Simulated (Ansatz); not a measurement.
A first try at a rigid scan of one bond length of CH₄BNO, SMILES BOC=N, using the Ansatz DFT code, driven from Python.

The script, `ch4bno.py`:
```python
'''Stretching a bond of CH4BNO, the rest held rigid.'''

import ansatz as az
import numpy as np

geometry_ang = [
    ('B', (-0.6577, 1.3537, -0.2002)),
    ('O', (0.5572, 0.7649, 0.2571)),
    ('C', (0.7575, -0.611, 0.2687)),
    ('N', (-0.034, -1.4469, -0.1161)),
    ('H', (-1.6061, 0.733, -0.6172)),
    ('H', (-0.8138, 2.5904, -0.1995)),
    ('H', (1.7713, -0.9739, 0.6458)),
    ('H', (0.1177, -2.4674, -0.0943)),
]
geometry = az.Crystal.molecule()
for symbol, xyz in geometry_ang:
    geometry = geometry.atom(symbol, xyz)

symbols = [site.symbol for site in geometry.cartesian_sites]
start = np.array([site.position_ang for site in geometry.cartesian_sites])
axis = (start[6] - start[2]) / np.linalg.norm(start[6] - start[2])
moving = [6]
lengths, energies = [1.004, 1.05, 1.095, 1.141, 1.187, 1.232, 1.278, 1.346], []
for length in lengths:
    xyz = start.copy()
    xyz[moving] += (length - np.linalg.norm(start[6] - start[2])) * axis
    point = az.Crystal.molecule()
    for symbol, place in zip(symbols, xyz):
        point = point.atom(symbol, place.tolist())
    base = (
        point.calculation()
        .basis(gaussian='def2-SVP')
        .functional('r2SCAN', dispersion='d3bj')
    )
    summary = base.run(outdir='tmp', threads=1, pin='off').report
    energies.append(summary['free_energy_ev'])
    print(f'r = {length:6.3f} A  E = {energies[-1]:.5f} eV  <S^2> = {abs(summary["mean_field"]["state"]["spin_squared"]):.3f}')

# quartic fit about the minimum
fit = np.polynomial.Polynomial.fit(lengths, np.array(energies) - min(energies), 4).convert()
roots = [r.real for r in fit.deriv().roots() if abs(r.imag) < 1e-9 and fit.deriv(2)(r.real) > 0]
r_e = min(roots, key=lambda r: abs(r - lengths[int(np.argmin(energies))]))
print(f'minimum of the fit at {r_e:.4f} A, force constant {fit.deriv(2)(r_e):.2f} eV/A^2')
```

```console
$ python ch4bno.py
Traceback (most recent call last):
  File "ch4bno.py", line 36, in <module>
    summary = base.run(outdir='tmp', threads=1, pin='off').report
              ~~~~~~~~^^^^^^^^^^^^^^^^^^^^^^^^^^^^^^^^^^^^
TypeError: Calculation.run() got an unexpected keyword argument 'outdir'
```

Find the fault and give the corrected script.

The fault: run() has no such keyword. The correction:

```diff
--- before
+++ after
@@ -35,3 +35,3 @@
     )
-    summary = base.run(outdir='tmp', threads=1, pin='off').report
+    summary = base.run(threads=1, pin='off').report
     energies.append(summary['free_energy_ev'])
```

After the fix:

```console
$ python ch4bno.py
DeckWarning: the engine holds no damping parameters fitted to this dispersion correction and functional, so the run takes those fitted to r2scan beside the three-body term, which d3bj leaves out (hamiltonian.dispersion, under Limitations)
r =  1.004 A  E = -5307.74057 eV  <S^2> = 0.000
r =  1.050 A  E = -5307.89290 eV  <S^2> = 0.000
r =  1.095 A  E = -5307.95064 eV  <S^2> = 0.000
r =  1.141 A  E = -5307.93807 eV  <S^2> = 0.000
r =  1.187 A  E = -5307.87051 eV  <S^2> = 0.000
r =  1.232 A  E = -5307.76454 eV  <S^2> = 0.000
r =  1.278 A  E = -5307.62619 eV  <S^2> = 0.000
r =  1.346 A  E = -5307.38389 eV  <S^2> = 0.000
minimum of the fit at 1.1086 A, force constant 31.72 eV/A^2
```
(Warnings from the package without file and line.)

Caveats:
- Total energies depend on the basis set; only differences at equal settings carry meaning.
- The rest of the molecule is held rigid at a force-field or estimated start geometry, and the basis set is modest; single-reference methods fail as a bond breaks.
- The orbitals are restricted, so S² is zero by construction.
- A dispersion term here runs with damping parameters fitted for another variant or functional.
- Run time: 12 s on 1 thread of Intel(R) Xeon(R) Processor @ 2.30GHz (shared host), peak memory 0.23 GiB.
